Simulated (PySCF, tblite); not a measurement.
# GaH₅O₆Ti, a small molecule taken as a stand-in for a surface group (gallium hydroxide): NMR shifts, core binding energies and electronic excitations, part 2 of 2

tblite 0.8.0 and PySCF 2.14.0. Atoms count from 0, parts from 1. Earlier steps stand in the parts before.

### 5 Core holes by ΔSCF: SCAN, X2C

What the job is given:

```
{"job": {"kind": "xps", "holes": 5}, "charge": 0, "multiplicity": 1}
O     -0.472740     0.839015    -2.807086
Ga    -0.855029     0.821587    -1.069546
O     -2.411004     1.454609    -0.476096
O      0.626730     1.087887     0.111843
Ti     0.754298    -0.458324     0.844999
O      0.253983    -0.453445     2.558503
O     -0.651852    -1.063192    -0.343340
O      2.321833    -1.261717     0.583087
H      0.454301     0.656376    -2.985897
H     -2.312693     1.919499     0.361045
H      0.607440    -0.901846     3.332295
H     -1.410366    -1.632975    -0.180792
H      3.105480    -1.024868     0.078521
```

Level: delta-SCF UKS SCAN, pcX-2 on the ionised atom, pcseg-1 elsewhere, spin-free X2C.

What it wrote:

```text
ground state, core basis on atom 0 (O), 198 functions
  cycle   1  E = -3247.03679651  |g| = 1.90e+00
  cycle   2  E = -3226.37518006  |g| = 8.56e+00
  cycle   3  E = -3247.00012754  |g| = 1.78e+00
  cycle   4  E = -3247.55729663  |g| = 9.39e-01
  cycle   5  E = -3247.69316103  |g| = 4.31e-01
  cycle   6  E = -3247.72533311  |g| = 2.16e-01
  cycle   7  E = -3247.73323835  |g| = 1.08e-01
  cycle   8  E = -3247.73568514  |g| = 1.30e-02
  cycle   9  E = -3247.73570108  |g| = 1.03e-02
  cycle  10  E = -3247.73572131  |g| = 2.07e-03
  cycle  11  E = -3247.73572268  |g| = 5.01e-04
  cycle  12  E = -3247.73572377  |g| = 3.43e-04
  E(ground) = -3247.91725995 Eh
hole in O 1s of atom 0
  cycle   1  E = -3227.15163418  |g| = 2.22e+00
  cycle   2  E = -3224.69960583  |g| = 2.70e+00
  cycle   3  E = -3227.21226283  |g| = 1.30e+00
  cycle   4  E = -3227.77076442  |g| = 6.82e-01
  cycle   5  E = -3227.49888513  |g| = 1.14e+00
  cycle   6  E = -3227.95806141  |g| = 2.22e-01
  cycle   7  E = -3227.96372058  |g| = 1.71e-01
  cycle   8  E = -3227.97731484  |g| = 4.95e-02
  cycle   9  E = -3227.97824745  |g| = 1.47e-02
  cycle  10  E = -3227.97832912  |g| = 5.10e-03
  cycle  11  E = -3227.97833708  |g| = 2.48e-03
  cycle  12  E = -3227.97833837  |g| = 4.78e-04
  E(ion) = -3228.16107792 Eh   <S^2> = 0.7624   hole on atom = 1.000   binding energy = 537.593 eV
ground state, core basis on atom 2 (O), 198 functions
  cycle   1  E = -3247.73410888  |g| = 1.26e-01
  cycle   2  E = -3247.72884039  |g| = 1.87e-01
  cycle   3  E = -3247.73515570  |g| = 4.58e-02
  cycle   4  E = -3247.73550030  |g| = 1.71e-02
  cycle   5  E = -3247.73554781  |g| = 6.72e-03
  cycle   6  E = -3247.73555515  |g| = 3.33e-03
  cycle   7  E = -3247.73555657  |g| = 8.32e-04
  cycle   8  E = -3247.73555760  |g| = 1.96e-04
  E(ground) = -3247.91722538 Eh
hole in O 1s of atom 2
  cycle   1  E = -3227.15137162  |g| = 2.22e+00
  cycle   2  E = -3224.72015995  |g| = 2.68e+00
  cycle   3  E = -3226.97951290  |g| = 1.53e+00
  cycle   4  E = -3227.65361361  |g| = 8.40e-01
  cycle   5  E = -3227.43823761  |g| = 1.22e+00
  cycle   6  E = -3227.93216004  |g| = 3.32e-01
  cycle   7  E = -3227.94428691  |g| = 2.62e-01
  cycle   8  E = -3227.97320730  |g| = 1.01e-01
  cycle   9  E = -3227.97751174  |g| = 1.90e-02
  cycle  10  E = -3227.97763599  |g| = 7.01e-03
  cycle  11  E = -3227.97765375  |g| = 3.11e-03
  cycle  12  E = -3227.97765666  |g| = 5.55e-04
  cycle  13  E = -3227.97765601  |g| = 2.74e-04
  E(ion) = -3228.16113038 Eh   <S^2> = 0.7624   hole on atom = 1.000   binding energy = 537.591 eV
ground state, core basis on atom 3 (O), 198 functions
  cycle   1  E = -3247.73241906  |g| = 1.48e-01
  cycle   2  E = -3247.70689983  |g| = 3.83e-01
  cycle   3  E = -3247.73239856  |g| = 1.08e-01
  cycle   4  E = -3247.73352263  |g| = 8.03e-02
  cycle   5  E = -3247.73485408  |g| = 2.53e-02
  cycle   6  E = -3247.73498225  |g| = 4.86e-03
  cycle   7  E = -3247.73498716  |g| = 1.36e-03
  cycle   8  E = -3247.73498216  |g| = 5.85e-04
  cycle   9  E = -3247.73497940  |g| = 2.20e-04
  E(ground) = -3247.91579507 Eh
hole in O 1s of atom 3
  cycle   1  E = -3227.13512374  |g| = 2.25e+00
  cycle   2  E = -3225.96486216  |g| = 2.62e+00
  cycle   3  E = -3227.39062709  |g| = 1.09e+00
  cycle   4  E = -3223.99230682  |g| = 2.96e+00
  cycle   5  E = -3227.84540280  |g| = 6.44e-01
  cycle   6  E = -3226.14295074  |g| = 1.66e+00
  cycle   7  E = -3227.98702338  |g| = 1.88e-01
  cycle   8  E = -3227.99236033  |g| = 1.60e-01
  cycle   9  E = -3228.00224283  |g| = 4.01e-02
  cycle  10  E = -3228.00236251  |g| = 3.64e-02
  cycle  11  E = -3228.00292862  |g| = 8.92e-03
  cycle  12  E = -3228.00295657  |g| = 4.50e-03
  cycle  13  E = -3228.00296487  |g| = 1.08e-03
  cycle  14  E = -3228.00296306  |g| = 3.30e-04
  E(ion) = -3228.18530382 Eh   <S^2> = 0.7677   hole on atom = 1.000   binding energy = 536.894 eV
ground state, core basis on atom 5 (O), 198 functions
  cycle   1  E = -3247.73009392  |g| = 1.92e-01
  cycle   2  E = -3247.68101231  |g| = 5.08e-01
  cycle   3  E = -3247.73356902  |g| = 9.20e-02
  cycle   4  E = -3247.73382108  |g| = 8.57e-02
  cycle   5  E = -3247.73544921  |g| = 1.19e-02
  cycle   6  E = -3247.73547570  |g| = 4.25e-03
  cycle   7  E = -3247.73547970  |g| = 1.90e-03
  cycle   8  E = -3247.73548098  |g| = 5.92e-04
  cycle   9  E = -3247.73547969  |g| = 2.44e-04
  E(ground) = -3247.91615004 Eh
hole in O 1s of atom 5
  cycle   1  E = -3227.12097845  |g| = 2.23e+00
  cycle   2  E = -3219.89565248  |g| = 3.84e+00
  cycle   3  E = -3225.69122757  |g| = 2.02e+00
  cycle   4  E = -3227.82640520  |g| = 5.77e-01
  cycle   5  E = -3227.34033813  |g| = 1.23e+00
  cycle   6  E = -3227.93742387  |g| = 2.25e-01
  cycle   7  E = -3227.91294539  |g| = 3.46e-01
  cycle   8  E = -3227.95922267  |g| = 5.49e-02
  cycle   9  E = -3227.95969096  |g| = 4.56e-02
  cycle  10  E = -3227.96051337  |g| = 9.25e-03
  cycle  11  E = -3227.96055522  |g| = 1.86e-03
  cycle  12  E = -3227.96055514  |g| = 1.02e-03
  cycle  13  E = -3227.96055716  |g| = 4.97e-04
  E(ion) = -3228.14230036 Eh   <S^2> = 0.7621   hole on atom = 1.000   binding energy = 538.074 eV
ground state, core basis on atom 6 (O), 198 functions
  cycle   1  E = -3247.73131758  |g| = 1.40e-01
  cycle   2  E = -3247.71863933  |g| = 2.70e-01
  cycle   3  E = -3247.73186462  |g| = 8.47e-02
  cycle   4  E = -3247.73175693  |g| = 8.83e-02
  cycle   5  E = -3247.73344889  |g| = 1.26e-02
  cycle   6  E = -3247.73347958  |g| = 4.02e-03
  cycle   7  E = -3247.73348533  |g| = 1.32e-03
  cycle   8  E = -3247.73348344  |g| = 4.61e-04
  E(ground) = -3247.91378425 Eh
hole in O 1s of atom 6
  cycle   1  E = -3227.09655597  |g| = 2.23e+00
  cycle   2  E = -3224.24197496  |g| = 2.91e+00
  cycle   3  E = -3226.97212862  |g| = 1.40e+00
  cycle   4  E = -3227.22378187  |g| = 1.41e+00
  cycle   5  E = -3227.79644404  |g| = 5.66e-01
  cycle   6  E = -3227.82723838  |g| = 5.10e-01
  cycle   7  E = -3227.89816445  |g| = 2.70e-01
  cycle   8  E = -3227.92891967  |g| = 6.08e-02
  cycle   9  E = -3227.93049205  |g| = 1.53e-02
  cycle  10  E = -3227.93058350  |g| = 7.85e-03
  cycle  11  E = -3227.93060726  |g| = 2.72e-03
  cycle  12  E = -3227.93060998  |g| = 1.23e-03
  cycle  13  E = -3227.93061050  |g| = 5.71e-04
  cycle  14  E = -3227.93061106  |g| = 2.89e-04
  E(ion) = -3228.11266627 Eh   <S^2> = 0.7622   hole on atom = 1.000   binding energy = 538.816 eV
```

Wall time 72 s (1 thread of Arm Neoverse V1, shared host); peak memory 0.76 GiB.

Binding energies by hole, beside the orbital energy of the ground state; the difference holds orbital relaxation and, for a density functional, its self-interaction error:

| hole | stands for | environment | ΔSCF (eV) | −ε (eV) | ⟨S²⟩ |
| --- | --- | --- | --- | --- | --- |
| O1s on O0 | O0 | oxygen bonded to Ga, H | 537.59 | 516.1 | 0.762 |
| O1s on O2 | O2 | oxygen bonded to Ga, H | 537.59 | 516.1 | 0.762 |
| O1s on O3 | O3 | oxygen bonded to Ga, Ti | 536.89 | 516.5 | 0.768 |
| O1s on O5 | O5 | oxygen bonded to Ti, H | 538.07 | 516.9 | 0.762 |
| O1s on O6 | O6 | oxygen bonded to Ga, Ti, H | 538.82 | 517.5 | 0.762 |

### 6 Excited states and response: CAM-B3LYP/def2-SVPD

The job, as its differences from that of step 5:

```diff
@@ -1,2 +1,2 @@
-{"job": {"kind": "xps", "holes": 5}, "charge": 0, "multiplicity": 1}
+{"job": {"kind": "uv", "xc": "CAM-B3LYP", "basis": "def2-SVPD", "nstates": 6, "ntriplets": 2, "ip": true}, "charge": 0, "multiplicity": 1}
 O     -0.472740     0.839015    -2.807086
```

Level: TDDFT CAM-B3LYP/def2-SVPD, vertical, gas phase, core orbitals frozen in the response.

What it wrote:

```text
coarse grid: 58312 points
cycle   1  E = -3227.6358230110  dE =  3.354e-01  |g| = 1.932e+00  |ddm| = 5.227e+00
cycle   2  E = -3220.6470887788  dE =  6.989e+00  |g| = 6.997e+00  |ddm| = 7.481e+00
cycle   3  E = -3228.1170972446  dE = -7.470e+00  |g| = 1.162e+00  |ddm| = 4.884e+00
cycle   4  E = -3228.3121722535  dE = -1.951e-01  |g| = 5.214e-01  |ddm| = 1.794e+00
cycle   5  E = -3228.3593992497  dE = -4.723e-02  |g| = 1.341e-01  |ddm| = 4.156e-01
cycle   6  E = -3228.3631025817  dE = -3.703e-03  |g| = 4.063e-02  |ddm| = 1.743e-01
cycle   7  E = -3228.3633841490  dE = -2.816e-04  |g| = 1.719e-02  |ddm| = 4.258e-02
cycle   8  E = -3228.3634374546  dE = -5.331e-05  |g| = 2.354e-03  |ddm| = 1.821e-02
cycle   9  E = -3228.3634390880  dE = -1.633e-06  |g| = 1.289e-03  |ddm| = 4.421e-03
final grid: 120656 points
cycle  10  E = -3228.3636431005  dE =  7.522e-08  |g| = 1.850e-03  |ddm| = 4.567e-03
cycle  11  E = -3228.3636415892  dE =  1.511e-06  |g| = 3.400e-03  |ddm| = 4.784e-03
cycle  12  E = -3228.3636436743  dE = -2.085e-06  |g| = 5.438e-04  |ddm| = 3.183e-03
cycle  13  E = -3228.3636437245  dE = -5.019e-08  |g| = 8.407e-05  |ddm| = 5.332e-04
cycle  14  E = -3228.3636437271  dE = -2.598e-09  |g| = 5.875e-05  |ddm| = 1.400e-04
cycle  15  E = -3228.3636437285  dE = -1.463e-09  |g| = 1.427e-05  |ddm| = 1.398e-04
cycle  16  E = -3228.3636437286  dE = -4.820e-11  |g| = 3.717e-06  |ddm| = 1.928e-05
converged SCF energy = -3228.3636437286

Static polarisability (au): isotropic 79.929, principal 63.631 80.868 95.289

Singlet excitations
state   eV       nm        f      main configurations
  1   5.3935    229.9   0.00292   H-2->L 0.62, H-4->L 0.11
  2   5.8015    213.7   0.00586   H-2->L+1 0.29, H-5->L 0.24, H-4->L 0.19
  3   5.9549    208.2   0.00563   H-2->L+1 0.29, H-4->L 0.25, H-5->L 0.13
  4   6.1764    200.7   0.00198   H-5->L+1 0.31, H-4->L+1 0.25, H-6->L 0.09
  5   6.2293    199.0   0.00576   H->L 0.20, H-4->L+1 0.13, H-6->L 0.12
  6   6.3053    196.6   0.01260   H->L 0.43, H-1->L 0.13, H-3->L 0.10

Triplet excitations (Tamm-Dancoff, eV): 5.2242 5.4081
Vertical ionisation energy (delta-SCF) = 10.9490 eV
Vertical electron affinity (delta-SCF) = 0.4676 eV
```

It took 11 min on 1 thread of Arm Neoverse V1, shared host; peak memory 1.3 GiB.

The orbitals next to the gap, with their largest atomic shares:

| orbital | eV | atoms |
| --- | --- | --- |
| HOMO−3 | -10.88 | O2 31 %, O0 30 %, O3 18 % |
| HOMO−2 | -10.54 | O3 36 %, O0 22 %, O2 16 % |
| HOMO−1 | -10.32 | O0 41 %, O2 38 %, O6 6 % |
| HOMO | -10.03 | O2 45 %, O0 40 %, Ga1 5 % |
| LUMO | -0.95 | Ti4 69 %, O3 8 %, Ga1 7 % |
| LUMO+1 | -0.62 | Ti4 75 %, O5 7 %, O7 6 % |
| LUMO+2 | -0.23 | Ti4 62 %, Ga1 7 %, O6 7 % |

With each of the 6 states as a Gaussian band of 0.4 eV half-width at 1/e, the curve within the window shown has maxima at 201 nm (ε 1,000) L/(mol cm). Beyond the last state computed it falls off for lack of states. The curve at chosen wavelengths:

```json
{"nm": "188", "ε (L/mol/cm)": "433"}
{"nm": "191", "ε (L/mol/cm)": "636"}
{"nm": "194", "ε (L/mol/cm)": "826"}
{"nm": "196", "ε (L/mol/cm)": "926"}
{"nm": "199", "ε (L/mol/cm)": "1018"}
{"nm": "202", "ε (L/mol/cm)": "1036"}
{"nm": "205", "ε (L/mol/cm)": "993"}
{"nm": "208", "ε (L/mol/cm)": "908"}
{"nm": "210", "ε (L/mol/cm)": "838"}
{"nm": "213", "ε (L/mol/cm)": "726"}
{"nm": "216", "ε (L/mol/cm)": "615"}
{"nm": "219", "ε (L/mol/cm)": "512"}
{"nm": "222", "ε (L/mol/cm)": "422"}
{"nm": "224", "ε (L/mol/cm)": "370"}
{"nm": "227", "ε (L/mol/cm)": "301"}
{"nm": "230", "ε (L/mol/cm)": "244"}
{"nm": "233", "ε (L/mol/cm)": "197"}
{"nm": "236", "ε (L/mol/cm)": "157"}
{"nm": "238", "ε (L/mol/cm)": "133"}
{"nm": "241", "ε (L/mol/cm)": "103"}
{"nm": "244", "ε (L/mol/cm)": "78"}
{"nm": "247", "ε (L/mol/cm)": "57"}
{"nm": "250", "ε (L/mol/cm)": "41"}
{"nm": "252", "ε (L/mol/cm)": "32"}
{"nm": "255", "ε (L/mol/cm)": "22"}
{"nm": "258", "ε (L/mol/cm)": "15"}
```

Ground-state properties from the same run:

| property | computed |
| --- | --- |
| dipole moment (D) | 5.12 |
| polarisability (Å³) | 11.84 |
| HOMO–LUMO gap (eV) | 9.08 |
| −ε(HOMO) (eV) | 10.03 |

### 7 Outcome

The summary covers parts 1 to 2.

| quantity | value |
| --- | --- |
| point group | C1 |
| rotational constants (main isotopes) | 2.26, 0.77, 0.66 GHz |
| ¹H shifts against TMS (PBE0/pcSseg-1) | 7.60, 7.59, 3.42, 0.48, 0.09 ppm |
| ¹⁷O shifts against H2O (PBE0/pcSseg-1) | 677.3, 337.7, 329.1, 121.9, 4.2, -0.1 ppm |
| ⁷¹Ga shifts against GaH4- (PBE0/pcSseg-1) | 101 ppm |
| shieldings of Ti (PBE0/pcSseg-1) | Ti4 -235.8 ppm |
| O1s binding energies, SCAN/pcX-2 (standing for 5 of 6 atoms) | O6 538.82, O5 538.07, O0 537.59, O2 537.59, O3 536.89 eV |
| lowest singlet (CAM-B3LYP/def2-SVPD) | 5.39 eV (230 nm), f = 0.003 |
| brightest single state of those computed | state 6, 6.31 eV, f = 0.013 |
| lowest triplet | 5.22 eV |
| vertical ionisation energy (ΔSCF) | 10.95 eV |
| vertical electron affinity (ΔSCF) | 0.47 eV |

In words: The optimisation took 22 steps and gained 0.468 eV; among the close pairs (by a distance rule), Ga1–O6 changed most, from 2.191 to 2.030 Å (PBE0/def2-SVP). At PBE0/pcSseg-1: The widest tensor belongs to O3: span 903 ppm, with a paramagnetic part of -750 ppm. O6 (oxygen bonded to Ga, Ti, H) binds its O1s electron 1.92 eV more tightly than O3 (oxygen bonded to Ga, Ti). Only 5 of the 6 O atoms are covered by sound results. The first singlet state (HOMO−2→LUMO 0.62, HOMO−4→LUMO 0.11) lies at 5.39 eV and is weak; of the 6 states computed, the strongest absorption comes from state 6 at 6.31 eV (the last computed, so partners may be missing). The lowest triplet lies 0.17 eV below the lowest singlet (triplets in Tamm-Dancoff, singlets in full TDDFT). ΔSCF puts the ionisation energy at 10.95 eV, 0.92 eV above −ε(HOMO). Spin-orbit coupling is left out, which matters for shieldings and couplings at and beside the heavy atoms. A capped cluster stands for the solid here, so long-range fields and strain are missing, and bands or shifts of the capping hydrogens have no counterpart in it.
